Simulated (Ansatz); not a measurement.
# MnSi: the cost of one run

Program: Ansatz 0.2.0. Level of theory: DFT PBE, scalar-relativistic, plane waves, PAW. These are calculated values, not measurements.

The COD entry's cell or inner coordinates are ideal or old and differ from later refinements, so a difference from it is no clean test against experiment.

## (1) Starting point

The structure is cubic, space group P2_13 (No. 198). The conventional cell has a = 4.518 Å, b = 4.518 Å, c = 4.518 Å, α = 90.00°, β = 90.00°, γ = 90.00°. Mn (site symmetry 3) is surrounded by 7 Si at 2.28 to 2.53 Å. Around Si (site symmetry 3) lie 7 Mn at 2.28 to 2.53 Å.

As a file:

```
Mn Si
1.0
     4.51819    0.00000    0.00000
     0.00000    4.51819    0.00000
     0.00000    0.00000    4.51819
Mn Si
4 4
Cartesian
  0.6161 0.6161 0.6161
  1.6430 3.9021 2.8752
  2.8752 1.6430 3.9021
  3.9021 2.8752 1.6430
  3.8186 3.8186 3.8186
  2.9587 0.6996 1.5595
  1.5595 2.9587 0.6996
  0.6996 1.5595 2.9587
```

This cell comes from an earlier session at PBE: 11.529 Å³/atom at 0.00 GPa, on a 8×8×8 mesh.

## (2) Ferrimagnetic, in the cell as typed

Contents of input.yaml:

```yaml
crystal:
  lattice:
    - [4.5181925642, 0.0, 0.0]
    - [0.0, 4.5181925642, 0.0]
    - [0.0, 0.0, 4.5181925642]
  atoms:
    - { symbol: Mn, position: [0.1363674733, 0.1363674733, 0.1363674733], spin: 3.5 }
    - { symbol: Mn, position: [0.3636325267, 0.8636325267, 0.6363674733], spin: 3.5 }
    - { symbol: Mn, position: [0.6363674733, 0.3636325267, 0.8636325267], spin: 3.5 }
    - { symbol: Mn, position: [0.8636325267, 0.6363674733, 0.3636325267], spin: -3.5 }
    - { symbol: Si, position: [0.8451638357, 0.8451638357, 0.8451638357] }
    - { symbol: Si, position: [0.6548361643, 0.1548361643, 0.3451638357] }
    - { symbol: Si, position: [0.3451638357, 0.6548361643, 0.1548361643] }
    - { symbol: Si, position: [0.1548361643, 0.3451638357, 0.6548361643] }
basis:
  ecutwfc: 420
  ecutrho_ratio: 4
kpoints:
  mp_grid: { grid: [8, 8, 8] }
hamiltonian:
  xc: pbe
scf:
  occupations: { method: gaussian, width: 0.05 }
  lower_state_search: "off"
output:
  forces: true
  stress: true
  eigenvalues: true
  populations: true
magnetization:
  spin_polarized: true
```

The run is started by

```sh
$ ansatz run input.yaml --threads 4 --pin off --max-ram 10240MiB --backend cpu --events-out ev --progress --plain --runs-dir out
```

Q: Estimate wall time and peak memory on 4 threads of Intel Xeon Platinum 8259CL at 2.50GHz (Skylake/Cascade Lake), shared host.

About 37 s, with a peak of 0.93 GiB.
